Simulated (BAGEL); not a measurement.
# AlBrF2 (SMILES [F][Al]([F])[Br]): HF/cc-pVDZ (density fitting with qzvpp-jkfit)

Aim: the vertical singlet–triplet gap of AlBrF2 at HF/cc-pVDZ (density fitting with qzvpp-jkfit), from 2 runs. 

The calculation is run with BAGEL 1.2.2.

3 further runs of the same task are left out: 2 for a known fault of the program, 1 that didn't finish.

### Step 1. Starting point

AlBrF2 has 4 atoms, charge 0, and is taken as a singlet. SMILES: `[F][Al]([F])[Br]`. The coordinates come from a PBE0-D4/def2-TZVP relaxation.

Bond lengths: F1–Al2 1.631 Å, Al2–F3 1.631 Å, Al2–Br4 2.216 Å. Angles: F1–Al2–F3 118.9°, F1–Al2–Br4 120.6°, F3–Al2–Br4 120.6°.

### Step 2. The energy at HF/cc-pVDZ (density fitting with qzvpp-jkfit)

File input.json:

```json
{ "bagel": [

{
  "title": "molecule",
  "basis": "cc-pvdz.json",
  "df_basis": "qzvpp-jkfit",
  "angstrom": true,
  "geometry": [
    { "atom": "F", "xyz": [       1.105700,       0.605500,       1.150400 ] },
    { "atom": "Al", "xyz": [       0.107900,      -0.091400,       0.063900 ] },
    { "atom": "F", "xyz": [       0.228300,      -1.696800,      -0.200400 ] },
    { "atom": "Br", "xyz": [      -1.386300,       1.122300,      -1.034100 ] }
  ]
},

{ "title": "hf" },

{ "title": "print", "file": "orbitals.molden", "orbitals": true }

]}
```

The basis set cc-pVDZ is read from a file made from the Basis Set Exchange's data (not shown).

Launch:

```bash
BAGEL_NUM_THREADS=1 BAGEL input.json > input.out
```

Standard output:

```text
* using 1 threads per process

  ===============================================================
  ===============================================================

  *** Geometry ***

  { "atom" : "F", "xyz" : [      2.089470,      1.144229,      2.173941 ] },
  { "atom" : "Al", "xyz" : [      0.203901,     -0.172721,      0.120753 ] },
  { "atom" : "F", "xyz" : [      0.431424,     -3.206487,     -0.378701 ] },
  { "atom" : "Br", "xyz" : [     -2.619727,      2.120840,     -1.954166 ] },

  Number of auxiliary basis functions:      548

  Since a DF basis is specified, we compute 2- and 3-index integrals:
    o Being stored without compression. Storage requirement is 0.023 GB

  Number of basis functions:       73
  Number of electrons      :       66

    * METHOD: MOLECULE                             0.29

  *** RHF ***

  === Nuclear Repulsion ===
   299.1985706325

      * DIIS with orbital gradients will be used.

  === RHF iteration (cc-pvdz.json) ===
      0      -3013.16490353          0.01766741           0.09
      1      -3013.30296579          0.01238293           0.09
      2      -3013.40215371          0.00064347           0.09
      3      -3013.40262682          0.00015829           0.09
      4      -3013.40265226          0.00004433           0.09
      5      -3013.40265494          0.00001187           0.09
      6      -3013.40265514          0.00000261           0.09
      7      -3013.40265515          0.00000066           0.09
      8      -3013.40265515          0.00000017           0.09
      9      -3013.40265515          0.00000006           0.09
     10      -3013.40265515          0.00000002           0.09
     11      -3013.40265515          0.00000001           0.09
    * SCF iteration converged.

    * Permanent dipole moment:
           (    0.227284,    -0.184846,     0.167557) a.u.

    * METHOD: HF                                   1.31

    * METHOD: PRINT                                0.01

  ===============================================================
```

It took 1.8 s on 1 thread of Arm Neoverse V1, shared host; peak memory 0.12 GiB.

### Step 3. The triplet at the same level

File hf.json:

```json
{ "bagel" : [

{
  "title" : "molecule",
  "basis" : "cc-pvdz.json",
  "df_basis" : "qzvpp-jkfit",
  "angstrom" : "true",
  "geometry" : [
    { "atom" : "F", "xyz" : [       1.105700,       0.605500,       1.150400 ] },
    { "atom" : "Al", "xyz" : [       0.107900,      -0.091400,       0.063900 ] },
    { "atom" : "F", "xyz" : [       0.228300,      -1.696800,      -0.200400 ] },
    { "atom" : "Br", "xyz" : [      -1.386300,       1.122300,      -1.034100 ] }
  ]
},

{
  "title" : "uhf",
  "nopen" : 2
},

{
  "title" : "print",
  "file" : "orbitals.molden",
  "orbitals" : "true"
}

]}
```

The basis set cc-pVDZ is read from a file made from the Basis Set Exchange's data (not shown).

Launch:

```bash
BAGEL_NUM_THREADS=1 BAGEL hf.json > hf.out
```

Standard output:

```text
* using 1 threads per process

  ===============================================================
  ===============================================================

  *** Geometry ***

  { "atom" : "F", "xyz" : [      2.089470,      1.144229,      2.173941 ] },
  { "atom" : "Al", "xyz" : [      0.203901,     -0.172721,      0.120753 ] },
  { "atom" : "F", "xyz" : [      0.431424,     -3.206487,     -0.378701 ] },
  { "atom" : "Br", "xyz" : [     -2.619727,      2.120840,     -1.954166 ] },

  Number of auxiliary basis functions:      548

  Since a DF basis is specified, we compute 2- and 3-index integrals:
    o Being stored without compression. Storage requirement is 0.023 GB

  Number of basis functions:       73
  Number of electrons      :       66

    * METHOD: MOLECULE                             0.29

  *** Open-shell HF ***

  === Nuclear Repulsion ===
   299.1985706325

      * DIIS with orbital gradients will be used.

  === UHF iteration (cc-pvdz.json) ===
      0      -3012.85151162          0.03672950           0.19
      1      -3013.02033786          0.02888102           0.18
      2      -3013.10147425          0.01778875           0.17
      3      -3013.16151858          0.00091297           0.18
      4      -3013.16217976          0.00027961           0.18
      5      -3013.16226225          0.00010260           0.17
      6      -3013.16227918          0.00002768           0.17
      7      -3013.16228048          0.00000669           0.18
      8      -3013.16228057          0.00000243           0.18
      9      -3013.16228058          0.00000155           0.18
     10      -3013.16228059          0.00000140           0.18
     11      -3013.16228059          0.00000135           0.18
     12      -3013.16228060          0.00000130           0.18
     13      -3013.16228063          0.00000116           0.18
     14      -3013.16228069          0.00000068           0.19
     15      -3013.16228072          0.00000029           0.19
     16      -3013.16228072          0.00000014           0.19
     17      -3013.16228072          0.00000006           0.19
     18      -3013.16228072          0.00000003           0.19
     19      -3013.16228072          0.00000002           0.19
     20      -3013.16228072          0.00000001           0.19
     21      -3013.16228072          0.00000001           0.19
     22      -3013.16228072          0.00000001           0.18
    * SCF iteration converged.

    * S^2 (UHF) is 2.0100

    * Permanent dipole moment:
           (    1.660161,    -1.335365,     1.197632) a.u.

    * METHOD: UHF                                  4.41

    * METHOD: PRINT                                0.01

  ===============================================================
```

Run time: 5.1 s. Hardware: 1 thread of Arm Neoverse V1, shared host; peak memory 0.12 GiB.

### Step 4. What came out

At HF/cc-pVDZ (density fitting with qzvpp-jkfit):

| quantity | value |
| --- | --- |
| singlet: total energy | -3013.40266 Eh |
| singlet: dipole moment | 0.86 D |
| singlet: HOMO energy | -12.30 eV |
| singlet: LUMO energy | 1.75 eV |
| singlet: HOMO–LUMO gap | 14.04 eV |
| triplet: total energy | -3013.16228 Eh |
| triplet: dipole moment | 6.21 D |
| triplet: ⟨S²⟩ | 2.010 |
| vertical energy of the triplet above the singlet | 6.541 eV |

At this shape the triplet lies 6.54 eV (631 kJ/mol) above the singlet.
